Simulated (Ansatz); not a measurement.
# AlH₃OS₂: one species, many methods

How much do the methods differ for AlH₃OS₂? The plan is to run it at one geometry with functionals of several rungs and with coupled cluster. The yardstick is the atomisation energy at the CCSD(T) limit.

The runs use Ansatz 0.2.0, Gaussian basis; functionals in def2-TZVPP, the program's frozen cores in correlated methods.

Plan: PBE-D4, r2SCAN-D4, PBE0-D4, B3LYP-D4, ωB97X-V, ωB97M-V, B2PLYP; CCSD(T)/def2-TZVPP; CCSD(T)/def2-QZVPP; extrapolation to the limit.

## Step 1: Structure used throughout

An earlier PBE0-D4 in a triple-zeta def2 set relaxation fixed the geometry.

SMILES `[OH][Al]([SH])[SH]`, 7 atoms, charge 0, spin multiplicity 1.

Atoms are counted from 1 here; the program's logs count them from 0.

Bond lengths: O1–Al2 1.687 Å, O1–H5 0.955 Å, Al2–S3 2.172 Å, Al2–S4 2.178 Å, S3–H6 1.346 Å, S4–H7 1.345 Å. Angles: Al2–O1–H5 124.9°, O1–Al2–S3 117.8°, O1–Al2–S4 121.3°, S3–Al2–S4 120.9°, Al2–S3–H6 91.5°, Al2–S4–H7 92.7°.

## Step 2: PBE-D4 (GGA)

File in.yaml:

```yaml
crystal:
  periodic: [false, false, false]
  atoms:
    - {symbol: O, position_ang: [-1.702300, 0.338714, 0.164456]}
    - {symbol: Al, position_ang: [-0.051448, 0.070531, -0.059610]}
    - {symbol: S, position_ang: [0.923883, -1.381636, 1.227648]}
    - {symbol: S, position_ang: [1.070897, 1.141457, -1.587742]}
    - {symbol: H, position_ang: [-2.230864, 0.951221, -0.343448]}
    - {symbol: H, position_ang: [-0.230156, -1.639587, 1.869618]}
    - {symbol: H, position_ang: [2.219987, 0.519300, -1.270930]}
basis:
  gaussian: {orbitals: def2-TZVPP}
hamiltonian: {xc: pbe, dispersion: d4}
output: {forces: true, orbitals: {seedname: orbitals}}
```

Launch:

```bash
> ansatz run in.yaml --threads 2 --pin off --events-out ev --progress --plain --max-ram 20480MiB --backend cpu
```

The runs that follow: r2SCAN-D4 (meta-GGA); PBE0-D4 (hybrid); B3LYP-D4 (hybrid); ωB97X-V (range-separated); ωB97M-V (range-separated); B2PLYP (double hybrid); CCSD(T) in def2-TZVPP; CCSD(T) in def2-QZVPP.

Before running them: what should the planned runs give, taken together? Wanted: atomisation energy, CCSD(T)/CBS; farthest; mean size of error, hybrid; mean size of error, range-separated; gap, smallest and largest; T1 diagnostic; triples share of the correlation energy.

The runs gave:

| quantity | value |
| --- | --- |
| atomisation energy, CCSD(T)/CBS | 24.424 eV |
| functionals within 0.122 eV (0.5 %) | PBE-D4, r2SCAN-D4, ωB97X-V, ωB97M-V |
| farthest | B2PLYP (-0.634 eV) |
| mean size of error, hybrid | 0.460 eV |
| mean size of error, range-separated | 0.035 eV |
| gap, smallest and largest | 5.08 eV (PBE-D4), 11.40 eV (ωB97X-V) |
| T1 diagnostic | 0.0118 |
| triples share of the correlation energy | 4.0 % |

What this shows: PBE-D4 misses by +0.013 eV. Double hybrids carry the basis error of their MP2 part in triple zeta, and no dispersion term here, so their miss is partly the set-up's. Misses under about 0.122 eV are within the doubt on the reference itself, which lacks core-valence correlation, relativity and higher excitations. Hartree-Fock recovers 70 % of the binding; the rest is correlation. Orbital gaps span 5.1 to 11.4 eV; exact exchange widens them.
